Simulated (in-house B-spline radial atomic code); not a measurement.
# Ti³⁺: excited configurations

How much energy does it take to promote electrons of Ti³⁺ to other shells? Each configuration is solved by itself and compared with the reference.

The numbers are computed with in-house B-spline radial atomic code version 1 (Dirac-Hartree-Fock, average of configuration, Fermi nucleus, basis-set limit), except any that are marked as measured or tabulated.

### Step 1. Starting point

* element: titanium (Z = 22)
* charge: +3
* electrons: 19
* configuration: [Ar] 3d1
* Hamiltonian: Dirac-Coulomb
* nucleus: Fermi, rms radius 3.592 fm

The outer shells:

[Ar] 3d1
```
[Ar] core
3d [↑ ][  ][  ][  ][  ]
```

The boxes draw the filling by Hund's rule, which heavy ions in jj coupling don't follow; these runs average over all states of the configuration.

Settings of the run:

```ini
Z = 22
electrons = 19.0
configuration = [Ar] 3d1
hamiltonian = dirac
method = hf
spin_polarised = False
nucleus = fermi
rms_radius = 3.5921
mass_number = 48
atomic_mass = 47.947940677
speed_of_light = 137.035999084
```

This reference run was done before. Its total energy is -851.200528 hartree, and its levels are (the highest eight at most):

| orbital | occupation | energy (eV) | <r> (bohr) |
| --- | --- | --- | --- |
| 2s1/2 | 2 | -623.63 | 0.3222 |
| 2p1/2 | 2 | -523.19 | 0.2868 |
| 2p3/2 | 4 | -517.29 | 0.2894 |
| 3s1/2 | 2 | -111.64 | 0.9928 |
| 3p1/2 | 2 | -81.544 | 1.056 |
| 3p3/2 | 4 | -80.809 | 1.063 |
| 3d3/2 | 0.4 | -43.151 | 1.251 |
| 3d5/2 | 0.6 | -43.101 | 1.254 |

### Step 2. Configuration [Ar] 4p1

The settings differ from step 1 so:

```diff
@@ -2,3 +2,3 @@
 electrons = 19.0
-configuration = [Ar] 3d1
+configuration = [Ar] 4p1
 hamiltonian = dirac
```

Main fields of the result record, rounded:

```text
{
  "status": "converged",
  "iterations": 9,
  "energy [hartree]": {"total": -850.631447521, "kinetic": 859.662725998, "nuclear": -1995.82243719, "coulomb": 325.505658042, "exact_exchange": -39.9773943715},
  "breit [hartree]": {"gaunt": 0.2898676, "retardation": -0.02426628, "frequency_dependence": -0.0004891545},
  "qed [hartree]": {"self_energy": 0.1899725, "uehling": -0.01465716, "wichmann_kroll": 6.485474e-05},
  "recoil [hartree]": 0.007768167,
  "total_with_corrections [hartree]": -850.183186995,
  "orbitals [hartree, bohr; first row names the columns]": [
    ["name", "occ", "eps", "<r>"],
    ["1s1/2", 2.0, -186.06593, 0.069538],
    ["2s1/2", 2.0, -23.315989, 0.32221],
    ["2p1/2", 2.0, -19.620202, 0.28668],
    ["2p3/2", 4.0, -19.403634, 0.28926],
    ["3s1/2", 2.0, -4.4226002, 0.97681],
    ["3p1/2", 2.0, -3.2949876, 1.0306],
    ["3p3/2", 4.0, -3.2667843, 1.037],
    ["4p1/2", 0.33333, -0.98448982, 2.9152],
    ["4p3/2", 0.66667, -0.98089213, 2.9269]
  ],
  "sum_r [bohr^k]": {"-1": 90.71928, "1": 13.59968, "2": 20.09142},
  "energy_minus_base [hartree]": 0.569080173,
  "energy_minus_base_with_corrections [hartree]": 0.569733727
}
```

Run time: 0.68 s. Hardware: 1 thread, shared host.

energy_minus_base is the energy less that of the reference run.

### Step 3. Configuration [Ar] 5s1

The settings differ from step 2 so:

```diff
@@ -2,3 +2,3 @@
 electrons = 19.0
-configuration = [Ar] 4p1
+configuration = [Ar] 5s1
 hamiltonian = dirac
```

Main fields:

```text
{
  "status": "converged",
  "iterations": 9,
  "energy [hartree]": {"total": -850.262216081, "kinetic": 859.295870502, "nuclear": -1992.45551312, "coulomb": 322.853683295, "exact_exchange": -39.9562567598},
  "breit [hartree]": {"gaunt": 0.2897387, "retardation": -0.02423408, "frequency_dependence": -0.0004881156},
  "qed [hartree]": {"self_energy": 0.1900433, "uehling": -0.01466244, "wichmann_kroll": 6.4878e-05},
  "recoil [hartree]": 0.007766803,
  "total_with_corrections [hartree]": -849.813986973,
  "orbitals [hartree, bohr; first row names the columns]": [
    ["name", "occ", "eps", "<r>"],
    ["1s1/2", 2.0, -186.22345, 0.069537],
    ["2s1/2", 2.0, -23.468493, 0.32215],
    ["2p1/2", 2.0, -19.771671, 0.28665],
    ["2p3/2", 4.0, -19.555053, 0.28924],
    ["3s1/2", 2.0, -4.5635633, 0.97524],
    ["3p1/2", 2.0, -3.4318214, 1.0291],
    ["3p3/2", 4.0, -3.4035252, 1.0354],
    ["5s1/2", 1.0, -0.61248243, 4.9574]
  ],
  "sum_r [bohr^k]": {"-1": 90.56624, "1": 15.62108, "2": 37.9276},
  "energy_minus_base [hartree]": 0.938311613,
  "energy_minus_base_with_corrections [hartree]": 0.93893375
}
```

Wall time 0.69 s (1 thread, shared host).

### Step 4. [Ne] 3s2 3p5 3d1 7d1

The settings differ from step 3 so:

```diff
@@ -2,3 +2,3 @@
 electrons = 19.0
-configuration = [Ar] 5s1
+configuration = [Ne] 3s2 3p5 3d1 7d1
 hamiltonian = dirac
```

Main fields:

```text
{
  "status": "converged",
  "iterations": 12,
  "energy [hartree]": {"total": -848.472066022, "kinetic": 857.479394075, "nuclear": -1985.07035682, "coulomb": 318.07775934, "exact_exchange": -38.9588626209},
  "breit [hartree]": {"gaunt": 0.2880449, "retardation": -0.02398907, "frequency_dependence": -0.0004810887},
  "qed [hartree]": {"self_energy": 0.1900163, "uehling": -0.01466224, "wichmann_kroll": 6.487686e-05},
  "recoil [hartree]": 0.007744087,
  "total_with_corrections [hartree]": -848.025328302,
  "orbitals [hartree, bohr; first row names the columns]": [
    ["name", "occ", "eps", "<r>"],
    ["1s1/2", 2.0, -186.53774, 0.069527],
    ["2s1/2", 2.0, -23.685633, 0.32194],
    ["2p1/2", 2.0, -19.996025, 0.28693],
    ["2p3/2", 4.0, -19.778867, 0.28953],
    ["3s1/2", 2.0, -4.6865194, 0.97449],
    ["3p1/2", 1.6667, -3.6281339, 1.0241],
    ["3p3/2", 3.3333, -3.6000175, 1.0302],
    ["3d3/2", 0.4, -2.1835281, 1.1555],
    ["3d5/2", 0.6, -2.1812761, 1.1573],
    ["7d3/2", 0.4, -0.19677026, 14.81],
    ["7d5/2", 0.6, -0.1967276, 14.814]
  ],
  "sum_r [bohr^k]": {"-1": 90.23055, "1": 25.57418, "2": 257.5547},
  "energy_minus_base [hartree]": 2.72846167,
  "energy_minus_base_with_corrections [hartree]": 2.72759242
}
```

Run time: 1.9 s. Hardware: 1 thread, shared host.

### Step 5. Configuration [Ar] 7g1

The settings differ from step 4 so:

```diff
@@ -2,3 +2,3 @@
 electrons = 19.0
-configuration = [Ne] 3s2 3p5 3d1 7d1
+configuration = [Ar] 7g1
 hamiltonian = dirac
```

Main fields:

```text
{
  "status": "converged",
  "iterations": 9,
  "energy [hartree]": {"total": -849.813159878, "kinetic": 858.842884837, "nuclear": -1988.60626314, "coulomb": 319.88984199, "exact_exchange": -39.9396235662},
  "breit [hartree]": {"gaunt": 0.2896778, "retardation": -0.02422969, "frequency_dependence": -0.0004884587},
  "qed [hartree]": {"self_energy": 0.1899866, "uehling": -0.01465834, "wichmann_kroll": 6.485994e-05},
  "recoil [hartree]": 0.007762716,
  "total_with_corrections [hartree]": -849.365044424,
  "orbitals [hartree, bohr; first row names the columns]": [
    ["name", "occ", "eps", "<r>"],
    ["1s1/2", 2.0, -186.39358, 0.069537],
    ["2s1/2", 2.0, -23.634586, 0.32215],
    ["2p1/2", 2.0, -19.93931, 0.28663],
    ["2p3/2", 4.0, -19.722668, 0.28921],
    ["3s1/2", 2.0, -4.7211799, 0.9749],
    ["3p1/2", 2.0, -3.5908513, 1.0274],
    ["3p3/2", 4.0, -3.5624831, 1.0337],
    ["7g7/2", 0.44444, -0.16332198, 15.866],
    ["7g9/2", 0.55556, -0.16332121, 15.866]
  ],
  "sum_r [bohr^k]": {"-1": 90.39128, "1": 26.51841, "2": 294.9814},
  "energy_minus_base [hartree]": 1.38736782,
  "energy_minus_base_with_corrections [hartree]": 1.3878763
}
```

Wall time 1.1 s (1 thread, shared host).

### Step 6. Run with [Ne] 3s2 3p5 3d1 6f1

The settings differ from step 5 so:

```diff
@@ -2,3 +2,3 @@
 electrons = 19.0
-configuration = [Ar] 7g1
+configuration = [Ne] 3s2 3p5 3d1 6f1
 hamiltonian = dirac
```

Main fields:

```text
{
  "status": "converged",
  "iterations": 10,
  "energy [hartree]": {"total": -848.504115477, "kinetic": 857.511627113, "nuclear": -1985.51361825, "coulomb": 318.455711641, "exact_exchange": -38.9578359853},
  "breit [hartree]": {"gaunt": 0.2880454, "retardation": -0.0239884, "frequency_dependence": -0.0004811195},
  "qed [hartree]": {"self_energy": 0.1900178, "uehling": -0.01466234, "wichmann_kroll": 6.487731e-05},
  "recoil [hartree]": 0.007744928,
  "total_with_corrections [hartree]": -848.057374375,
  "orbitals [hartree, bohr; first row names the columns]": [
    ["name", "occ", "eps", "<r>"],
    ["1s1/2", 2.0, -186.51783, 0.069527],
    ["2s1/2", 2.0, -23.665895, 0.32193],
    ["2p1/2", 2.0, -19.976272, 0.28693],
    ["2p3/2", 4.0, -19.759109, 0.28952],
    ["3s1/2", 2.0, -4.6642261, 0.97431],
    ["3p1/2", 1.6667, -3.6057046, 1.0239],
    ["3p3/2", 3.3333, -3.577572, 1.03],
    ["3d3/2", 0.4, -2.1627488, 1.1407],
    ["3d5/2", 0.6, -2.1605059, 1.1424],
    ["6f5/2", 0.42857, -0.22519884, 11.776],
    ["6f7/2", 0.57143, -0.22520247, 11.776]
  ],
  "sum_r [bohr^k]": {"-1": 90.2507, "1": 22.52116, "2": 168.4112},
  "energy_minus_base [hartree]": 2.69641222,
  "energy_minus_base_with_corrections [hartree]": 2.69554635
}
```

It took 1.9 s on 1 thread, shared host.

Radial density 4πr²n(r) and radial functions P(r) = rR(r):

| r (bohr) | 4πr²n | 3p3/2 | 3d5/2 | 6f7/2 |
| --- | --- | --- | --- | --- |
| 0.00708 | 3.481 | 0.0057 | 0.0000 | 0.0000 |
| 0.0112 | 7.185 | 0.0135 | 0.0001 | 0.0000 |
| 0.0176 | 13.25 | 0.0310 | 0.0004 | 0.0000 |
| 0.0278 | 20.98 | 0.0691 | 0.0014 | 0.0000 |
| 0.0439 | 26.05 | 0.1444 | 0.0048 | 0.0000 |
| 0.0693 | 23.62 | 0.2736 | 0.0160 | 0.0000 |
| 0.109 | 19.42 | 0.4415 | 0.0487 | 0.0001 |
| 0.173 | 25.06 | 0.5464 | 0.1342 | 0.0003 |
| 0.273 | 26.14 | 0.3622 | 0.3123 | 0.0015 |
| 0.430 | 11.56 | -0.2434 | 0.5938 | 0.0059 |
| 0.679 | 8.301 | -0.9311 | 0.8713 | 0.0202 |
| 1.07 | 7.894 | -1.0005 | 0.8961 | 0.0585 |
| 1.69 | 1.759 | -0.4715 | 0.5704 | 0.1415 |
| 2.67 | 0.1157 | -0.0789 | 0.1776 | 0.2220 |
| 4.21 | 0.001390 | -0.0029 | 0.0177 | 0.0322 |
| 6.64 | 0.06581 | 0.0000 | 0.0002 | -0.2565 |
| 10.5 | 0.05859 | 0.0000 | 0.0000 | 0.2421 |
| 16.5 | 0.05447 | 0.0000 | 0.0000 | 0.2334 |
| 26.1 | 8.435e-05 | 0.0000 | 0.0000 | 0.0092 |
| 41.2 | 5.004e-11 | 0.0000 | 0.0000 | 0.0000 |

Clear maxima of the radial density (full grid of the record): 0.044, 0.22, 0.85, 6.6, 13 bohr.

X-ray form factor of the spherical density:

| sinθ/λ (1/Å) | f (electrons) |
| --- | --- |
| 0 | 19.000 |
| 0.1 | 17.286 |
| 0.2 | 15.314 |
| 0.3 | 12.948 |
| 0.4 | 10.821 |
| 0.6 | 8.056 |
| 0.8 | 6.690 |
| 1 | 5.747 |
| 1.4 | 4.031 |
| 1.8 | 2.730 |
| 2.5 | 1.636 |
| 4 | 1.044 |
| 6 | 0.628 |

### Step 7. Run with [Ne] 3s2 3p5 3d1 7s1

The settings differ from step 6 so:

```diff
@@ -2,3 +2,3 @@
 electrons = 19.0
-configuration = [Ne] 3s2 3p5 3d1 6f1
+configuration = [Ne] 3s2 3p5 3d1 7s1
 hamiltonian = dirac
```

Main fields:

```text
{
  "status": "converged",
  "iterations": 9,
  "energy [hartree]": {"total": -848.531688096, "kinetic": 857.540312594, "nuclear": -1985.49504783, "coulomb": 318.384463263, "exact_exchange": -38.9614161182},
  "breit [hartree]": {"gaunt": 0.2880657, "retardation": -0.02399018, "frequency_dependence": -0.0004810461},
  "qed [hartree]": {"self_energy": 0.1900331, "uehling": -0.01466344, "wichmann_kroll": 6.488216e-05},
  "recoil [hartree]": 0.007745082,
  "total_with_corrections [hartree]": -848.084914002,
  "orbitals [hartree, bohr; first row names the columns]": [
    ["name", "occ", "eps", "<r>"],
    ["1s1/2", 2.0, -186.52003, 0.069527],
    ["2s1/2", 2.0, -23.669449, 0.32193],
    ["2p1/2", 2.0, -19.979391, 0.28693],
    ["2p3/2", 4.0, -19.762238, 0.28953],
    ["3s1/2", 2.0, -4.6701602, 0.97431],
    ["3p1/2", 1.6667, -3.6111764, 1.0241],
    ["3p3/2", 3.3333, -3.5830565, 1.0302],
    ["3d3/2", 0.4, -2.1680529, 1.141],
    ["3d5/2", 0.6, -2.1658126, 1.1427],
    ["7s1/2", 1.0, -0.25277798, 11.906]
  ],
  "sum_r [bohr^k]": {"-1": 90.24986, "1": 22.65261, "2": 168.7853},
  "energy_minus_base [hartree]": 2.6688396,
  "energy_minus_base_with_corrections [hartree]": 2.66800672
}
```

Wall time 1.5 s (1 thread, shared host).

### Step 8. Run with [Ar] 6d1

The settings differ from step 7 so:

```diff
@@ -2,3 +2,3 @@
 electrons = 19.0
-configuration = [Ne] 3s2 3p5 3d1 7s1
+configuration = [Ar] 6d1
 hamiltonian = dirac
```

Main fields:

```text
{
  "status": "converged",
  "iterations": 9,
  "energy [hartree]": {"total": -849.917473605, "kinetic": 858.94675452, "nuclear": -1989.68203201, "coulomb": 320.760625265, "exact_exchange": -39.9428213766},
  "breit [hartree]": {"gaunt": 0.2896689, "retardation": -0.02422953, "frequency_dependence": -0.0004883808},
  "qed [hartree]": {"self_energy": 0.1899836, "uehling": -0.01465815, "wichmann_kroll": 6.485907e-05},
  "recoil [hartree]": 0.007763132,
  "total_with_corrections [hartree]": -849.469369169,
  "orbitals [hartree, bohr; first row names the columns]": [
    ["name", "occ", "eps", "<r>"],
    ["1s1/2", 2.0, -186.34416, 0.069537],
    ["2s1/2", 2.0, -23.584343, 0.32216],
    ["2p1/2", 2.0, -19.889153, 0.28664],
    ["2p3/2", 4.0, -19.672512, 0.28922],
    ["3s1/2", 2.0, -4.6748756, 0.97537],
    ["3p1/2", 2.0, -3.5450353, 1.0281],
    ["3p3/2", 4.0, -3.5167058, 1.0344],
    ["6d3/2", 0.4, -0.26771503, 10.495],
    ["6d5/2", 0.6, -0.26762134, 10.499]
  ],
  "sum_r [bohr^k]": {"-1": 90.44017, "1": 21.15552, "2": 134.7238},
  "energy_minus_base [hartree]": 1.28305409,
  "energy_minus_base_with_corrections [hartree]": 1.28355155
}
```

Wall time 1.2 s (1 thread, shared host).

### Step 9. Run with [Ar] 6f1

The settings differ from step 8 so:

```diff
@@ -2,3 +2,3 @@
 electrons = 19.0
-configuration = [Ar] 6d1
+configuration = [Ar] 6f1
 hamiltonian = dirac
```

Main fields:

```text
{
  "status": "converged",
  "iterations": 9,
  "energy [hartree]": {"total": -849.874626112, "kinetic": 858.904299645, "nuclear": -1989.30993017, "coulomb": 320.471036591, "exact_exchange": -39.9400321792},
  "breit [hartree]": {"gaunt": 0.2896746, "retardation": -0.02422922, "frequency_dependence": -0.0004884476},
  "qed [hartree]": {"self_energy": 0.1899864, "uehling": -0.01465833, "wichmann_kroll": 6.485989e-05},
  "recoil [hartree]": 0.007763481,
  "total_with_corrections [hartree]": -849.426512791,
  "orbitals [hartree, bohr; first row names the columns]": [
    ["name", "occ", "eps", "<r>"],
    ["1s1/2", 2.0, -186.36155, 0.069537],
    ["2s1/2", 2.0, -23.602339, 0.32215],
    ["2p1/2", 2.0, -19.907087, 0.28663],
    ["2p3/2", 4.0, -19.690443, 0.28921],
    ["3s1/2", 2.0, -4.6887344, 0.97499],
    ["3p1/2", 2.0, -3.5585157, 1.0276],
    ["3p3/2", 4.0, -3.530153, 1.0339],
    ["6f5/2", 0.42857, -0.22478727, 11.804],
    ["6f7/2", 0.57143, -0.22479146, 11.804]
  ],
  "sum_r [bohr^k]": {"-1": 90.42326, "1": 22.45829, "2": 168.821},
  "energy_minus_base [hartree]": 1.32590158,
  "energy_minus_base_with_corrections [hartree]": 1.32640793
}
```

Wall time 1.1 s (1 thread, shared host).

### Step 10. The excitation energies

| net move | configuration | energy above the reference (eV) | with Breit, QED, recoil (eV) | largest <r> (bohr) |
| --- | --- | --- | --- | --- |
| 3d → 4p | [Ar] 4p1 | 15.485 | 15.503 | 2.93 |
| 3d → 5s | [Ar] 5s1 | 25.533 | 25.550 | 4.96 |
| 3d → 6d | [Ar] 6d1 | 34.914 | 34.927 | 10.5 |
| 3d → 6f | [Ar] 6f1 | 36.080 | 36.093 | 11.8 |
| 3d → 7g | [Ar] 7g1 | 37.752 | 37.766 | 15.9 |
| 3p → 7s | [Ne] 3s2 3p5 3d1 7s1 | 72.623 | 72.600 | 11.9 |
| 3p → 6f | [Ne] 3s2 3p5 3d1 6f1 | 73.373 | 73.350 | 11.8 |
| 3p → 7d | [Ne] 3s2 3p5 3d1 7d1 | 74.245 | 74.222 | 14.8 |

Quantum defects of the promoted electron, δ = n − ζ/√(−2ε) with ζ = 4 and ε its orbital energy in hartree:

| promotion | δ |
| --- | --- |
| 3d → 4p | 1.146 |
| 3d → 5s | 1.386 |
| 3d → 6d | 0.533 |
| 3d → 6f | 0.034 |
| 3d → 7g | 0.001 |
| 3p → 7s | 1.374 |
| 3p → 6f | 0.040 |
| 3p → 7d | 0.623 |

**Reading.** The lowest of them is 3d → 4p at 15.485 eV and the highest 3p → 7d at 74.245 eV. Koopmans' estimate of the ionisation threshold is 43.101 eV; 3 configurations exceed it by over 2 % and could autoionise. Of those tabulated, the defect is largest for 5s (1.39) and least for 7g (0.00): low angular momentum penetrates the core, high angular momentum stays outside it. Two partly filled shells share a symmetry and can mix in the average, which may lower the energy, for: 3p → 7d. These are averages over configurations, without correlation, not spectroscopic levels.
